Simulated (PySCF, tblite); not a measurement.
**C₅H₇PS: geometry, infrared bands and NMR shifts**

Wanted: the infrared bands and NMR shifts of C₅H₇PS (`CCc1pccs1`), by calculation.

Computed with tblite 0.8.0 and PySCF 2.14.0, with density-fitted response routines of our own, on a single molecule in the gas phase. Atoms count from 0, in the outputs and in this text.

### Step 1. Starting geometry

14 atoms, charge 0, multiplicity 1; geometry from: force field or distance geometry start.

Bonds of the start (Å): C0–C1 1.52, C1–C2 1.52, C2–P3 1.83, P3–C4 1.82, C4–C5 1.39, C5–S6 1.72, S6–C2 1.74, C0–H7 1.10, C0–H8 1.10, C0–H9 1.10, C1–H10 1.10, C1–H11 1.08, C4–H12 1.08, C5–H13 1.09.

### Step 2. Relaxing the molecule with GFN2-xTB

The job: settings as JSON, then the geometry in Å.

```
{"job": {"kind": "relax", "xc": "GFN2-xTB", "basis": "xTB"}, "charge": 0, "multiplicity": 1}
C     -2.255000     0.044400     0.271100
C     -1.195700    -0.493700    -0.670100
C      0.201400    -0.206900    -0.156100
P      1.094300    -1.411600     0.891500
C      2.495000    -0.249700     0.960900
C      2.420400     0.957200     0.278600
S      0.969200     1.287700    -0.590500
H     -2.180300     1.139500     0.380600
H     -3.253600    -0.187500    -0.120200
H     -2.188900    -0.393500     1.276300
H     -1.334400    -1.581600    -0.778500
H     -1.333000    -0.070500    -1.658100
H      3.358300    -0.547700     1.537000
H      3.201600     1.713500     0.245900
```

The run is started by

```console
$ OMP_NUM_THREADS=1 python probes_run.py task.json out
```

One launch serves the whole session: the jobs run in the order shown.

**Question.** This job is followed by: GFN2-xTB harmonic vibrations, gas phase; GIAO PBE0/pcSseg-1 NMR shielding, non-relativistic, gas phase. Predict these results of the whole session: strongest single infrared mode (GFN2-xTB); zero-point energy (GFN2-xTB); 13C shifts against TMS (PBE0/pcSseg-1); 1H shifts against TMS (PBE0/pcSseg-1, means over atoms taken as alike); 31P shifts against H3PO4 (PBE0/pcSseg-1); 33S shifts against CS2 (PBE0/pcSseg-1).

The runs gave:

```
                                                              quantity                                value
                             strongest single infrared mode (GFN2-xTB)                 3039 cm⁻¹, 34 km/mol
                                          zero-point energy (GFN2-xTB)                        66.1 kcal/mol
                                13C shifts against TMS (PBE0/pcSseg-1)  205.1, 150.3, 144.1, 31.4, 26.9 ppm
1H shifts against TMS (PBE0/pcSseg-1, means over atoms taken as alike)           7.97, 7.94, 3.37, 1.44 ppm
                              31P shifts against H3PO4 (PBE0/pcSseg-1)                            214.0 ppm
                                33S shifts against CS2 (PBE0/pcSseg-1)                              326 ppm
```

**Reading.** Relaxing lowered the energy by 0.344 eV in 66 steps; the close pair that moved most is C2–P3, from 1.829 to 1.714 Å. All 36 modes are real, so the xTB geometry is a minimum. The strongest single mode, at 3039 cm⁻¹, moves mainly H8. Unscaled tight-binding wavenumbers are off by several per cent, some by more. Its intensities can rank the bands wrongly. At PBE0/pcSseg-1: Shielding is most anisotropic at P3 (span 502 ppm, paramagnetic term -864 ppm). NICS(1)zz of -25 ppm above the planar ring from C2 marks a diatropic (aromatic) ring current.
